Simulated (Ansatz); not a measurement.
# C₂H₅GeN: up Jacob's ladder to CCSD(T)

How much do the methods differ for C₂H₅GeN? The plan is to run it at one geometry with functionals of several rungs and with coupled cluster. The yardstick is the atomisation energy at the CCSD(T) limit.

Method: functionals in def2-TZVPP, the program's frozen cores in correlated methods; program: Ansatz 0.2.0, Gaussian basis.

The runs, in order: LDA (SPW92), PBE-D4, revPBE-D4, BLYP-D4, r2SCAN-D4, B97M-V, PBE0-D4, B3LYP-D4, r2SCANh-D4, r2SCAN0-D4, HSE06-D4, BHLYP-D4, CAM-B3LYP-D4, LC-ωPBE, ωB97X-V, ωB97M-V, B2PLYP, PBE-QIDH; CCSD(T)/def2-SVP; CCSD(T)/def2-TZVPP; MP2/def2-QZVPP; extrapolation to the limit; RPA on PBE.

**1. The relaxed structure**

All runs share one geometry, relaxed beforehand with PBE0-D4 in a triple-zeta def2 set.

SMILES `C1=[N][GeH2][CH2]1`, 9 atoms, charge 0, spin multiplicity 1.

Atoms are counted from 1 here; the program's logs count them from 0.

Bond lengths: C1–N2 1.278 Å, C1–C4 1.512 Å, C1–H5 1.098 Å, N2–Ge3 1.910 Å, Ge3–C4 1.983 Å, Ge3–H6 1.538 Å, Ge3–H7 1.538 Å, C4–H8 1.092 Å, C4–H9 1.092 Å. Angles: N2–C1–C4 114.8°, N2–C1–H5 121.7°, C4–C1–H5 123.5°, C1–N2–Ge3 89.9°, N2–Ge3–C4 74.4°, N2–Ge3–H6 115.0°, N2–Ge3–H7 115.0°, C4–Ge3–H6 118.6°, C4–Ge3–H7 118.6°, H6–Ge3–H7 110.9°, C1–C4–Ge3 80.9°, C1–C4–H8 114.5°, C1–C4–H9 114.5°, Ge3–C4–H8 117.9°, Ge3–C4–H9 117.9°, H8–C4–H9 108.9°.

**2. LDA**

This LDA is Slater exchange with PW92 correlation.

in.yaml reads:

```yaml
crystal:
  periodic: [false, false, false]
  atoms:
    - {symbol: C, position_ang: [-0.186793, -0.549715, -1.075063]}
    - {symbol: N, position_ang: [1.035909, -0.182485, -1.141527]}
    - {symbol: Ge, position_ang: [0.903932, 0.560555, 0.613007]}
    - {symbol: C, position_ang: [-0.885366, -0.197111, 0.218468]}
    - {symbol: H, position_ang: [-0.675603, -1.079484, -1.903385]}
    - {symbol: H, position_ang: [1.056471, 2.089143, 0.684061]}
    - {symbol: H, position_ang: [1.776040, -0.127037, 1.676749]}
    - {symbol: H, position_ang: [-1.720495, 0.497355, 0.107037]}
    - {symbol: H, position_ang: [-1.215593, -1.057721, 0.803652]}
basis:
  gaussian: {orbitals: def2-TZVPP}
hamiltonian: {xc: lda}
output: {orbitals: {seedname: orbitals}}
```

After this run come: PBE-D4 (GGA); revPBE-D4 (GGA); BLYP-D4 (GGA); r2SCAN-D4 (meta-GGA); B97M-V (meta-GGA); PBE0-D4 (hybrid); B3LYP-D4 (hybrid); r2SCANh-D4 (hybrid); r2SCAN0-D4 (hybrid); HSE06-D4 (hybrid); BHLYP-D4 (hybrid); CAM-B3LYP-D4 (range-separated); LC-ωPBE (range-separated); ωB97X-V (range-separated); ωB97M-V (range-separated); B2PLYP (double hybrid); PBE-QIDH (double hybrid); CCSD(T) in def2-SVP; CCSD(T) in def2-TZVPP; MP2 in def2-QZVPP; RPA on PBE orbitals.

Q: Predict the results of all the runs planned. Wanted: atomisation energy, CCSD(T)/CBS; farthest beyond LDA; mean size of error, GGA; mean size of error, meta-GGA; mean size of error, hybrid; mean size of error, range-separated; mean size of error, double hybrid; gap, smallest and largest; T1 diagnostic.

As calculated:

```
                               quantity                                                                                                                              value
        atomisation energy, CCSD(T)/CBS                                                                                                                          33.774 eV
    functionals within 0.338 eV (1.0 %)  revPBE-D4, BLYP-D4, r2SCAN-D4, B97M-V, PBE0-D4, B3LYP-D4, r2SCANh-D4, HSE06-D4, CAM-B3LYP-D4, LC-ωPBE, ωB97X-V, ωB97M-V, PBE-QIDH
                    farthest beyond LDA                                                                                                               BHLYP-D4 (-1.229 eV)
                mean size of error, GGA                                                                                                                           0.311 eV
           mean size of error, meta-GGA                                                                                                                           0.102 eV
             mean size of error, hybrid                                                                                                                           0.416 eV
    mean size of error, range-separated                                                                                                                           0.076 eV
      mean size of error, double hybrid                                                                                                                           0.280 eV
              gap, smallest and largest                                                                                          4.08 eV (LDA (SPW92)), 11.89 eV (LC-ωPBE)
                          T1 diagnostic                                                                                                                             0.0126
triples share of the correlation energy                                                                                                                              4.4 %
```

The LDA atomisation energy is off by 5.286 eV (16 %): it overbinds. PBE-D4 misses by +0.882 eV. Double hybrids carry the basis error of their MP2 part in triple zeta, and no dispersion term here, so their miss is partly the set-up's. The rungs range-separated, meta-GGA, double hybrid, GGA miss on average by less than the doubt on the reference (0.338 eV), so they tie. The reference freezes the cores and leaves out relativity and excitations past (T), and its outer-core shells are covered unevenly, so misses under about 0.338 eV can't be ranked. Hartree-Fock recovers 69 % of the binding; the rest is correlation. CCSD(T) in def2-SVP is off by -2.027 eV, worse than the median functional, from the basis alone. The gap grows from 4.1 to 11.9 eV across the functionals, mostly with the share of exact exchange. Correlated methods include outer-core shells of Ge, which these sets cover unevenly.
